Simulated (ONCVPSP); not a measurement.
**Pseudopotential generation for Ge: ONCV, PBEsol**

Aim: build the potential from the settings below, then test how well it stands in for the atom: other configurations, scattering, ghost states and the plane-wave cutoff that it needs.

Program: ONCVPSP 4.0.1.1 (patched build). Reference atom: PBEsol, scalar-relativistic, spherical and spin-unpolarised. All values are calculated.

### Step 1. The design

Typed settings, in words:

| Property | Result |
| --- | --- |
| element | germanium (Ge, Z = 32) |
| type | optimised norm-conserving Vanderbilt (ONCV) |
| frozen core | [Ne] |
| valence charge | 22 |
| reference configuration | 3s2 3p6 3d10 4s2 4p2 |
| partial waves | 3s+4s: rc 0.90 bohr, ncon 3, nbas 6, qcut 10.9 1/bohr, 2 projectors; 3p+4p: rc 1.30 bohr, ncon 4, nbas 7, qcut 8.7 1/bohr, 2 projectors; 3d: rc 0.90 bohr, ncon 4, nbas 9, qcut 15.6 1/bohr, local |
| local potential | the d channel |
| core correction | not asked for |

An earlier all-electron run gives the scale for the radii.

All-electron outer shells of the reference configuration (PBEsol, scalar-relativistic, ld1.x):

| shell | level (eV) | outermost node (bohr) | outermost maximum (bohr) |
| --- | --- | --- | --- |
| 2s | -1370.64 | 0.06 | 0.18 |
| 2p | -1198.08 | – | 0.14 |
| 3s | -168.12 | 0.26 | 0.54 |
| 3p | -115.43 | 0.23 | 0.54 |
| 3d | -29.31 | – | 0.50 |
| 4s | -11.74 | 0.77 | 1.75 |
| 4p | -3.90 | 0.82 | 2.22 |

### Step 2. Generation

Input file Ge.dat:

```
# ATOM AND REFERENCE CONFIGURATION
# atsym  z   nc   nv     iexc    psfile
  Ge 32.00    3    5  -116133      upf
#
#   n    l    f
    1    0    2.00
    2    0    2.00
    2    1    6.00
    3    0    2.00
    3    1    6.00
    3    2   10.00
    4    0    2.00
    4    1    2.00
#
# PSEUDOPOTENTIAL AND OPTIMIZATION
# lmax
    2
#
#   l,   rc,      ep,       ncon, nbas, qcut
    0    0.90    0.00    3    6   10.90
    1    1.30    0.00    4    7    8.70
    2    0.90    0.00    4    9   15.60
#
# LOCAL POTENTIAL
# lloc, lpopt,  rc(5),   dvloc0
    2    5    0.90    0.00
#
# VANDERBILT-KLEINMAN-BYLANDER PROJECTORs
# l, nproj, debl
    0    2    1.90
    1    2    3.60
    2    0    3.00
#
# MODEL CORE CHARGE
# icmod, fcfact, rcfact
    0    0.00    0.00
#
# LOG DERIVATIVE ANALYSIS
# epsh1, epsh2, depsh
   -8.00    5.00    0.04
#
# OUTPUT GRID
# rlmax, drl
    6.00    0.01
#
# TEST CONFIGURATIONS
# ncnf
    4
# nvcnf
#   n    l    f
    5
    3    0    2.00
    3    1    6.00
    3    2   10.00
    4    0    2.00
    4    1    1.00
#
    5
    3    0    2.00
    3    1    6.00
    3    2   10.00
    4    0    2.00
    4    1    0.00
#
    5
    3    0    2.00
    3    1    6.00
    3    2   10.00
    4    0    1.00
    4    1    0.00
#
    5
    3    0    2.00
    3    1    6.00
    3    2   10.00
    4    0    0.00
    4    1    4.00
#
```

Launch:

```bash
$ oncvpsp.x < Ge.dat > Ge.out
```

Before running it: what results should come out? Wanted: cutoffs for 1 and 0.1 mHa per electron, occupied waves; bound ghosts; GHOST(+) flags; largest test error; largest phase difference near zero energy, channels read.

The runs gave:

```
                                                quantity                               value
  cutoffs for 1 and 0.1 mHa per electron, occupied waves                   108 Ha and 123 Ha
                                            bound ghosts                     s at -637.27 eV
                                          GHOST(+) flags                  none at low energy
                            largest test error (AE − PS)  -4.8 meV, for 3s2 3p6 3d10 4s1 4p0
largest phase difference near zero energy, channels read                           0.011 rad
```

A bound ghost (s) makes it unfit for use: electrons can fall into a state that the atom doesn't have. By total energies transferability is very good: the largest error is 4.8 meV on 57.7 eV, for 3s2 3p6 3d10 4s1 4p0. Atomic tests can pass in spite of a ghost, since they solve only for the levels asked. By its cutoff, 108 Ha for the looser tolerance, it is very hard. At the looser tolerance the 3d wave is the slowest; 3s needs 50 Ha. Near zero energy the phases of the channels with partial waves agree within 0.011 rad. All of this concerns the isolated atom, not yet a solid.
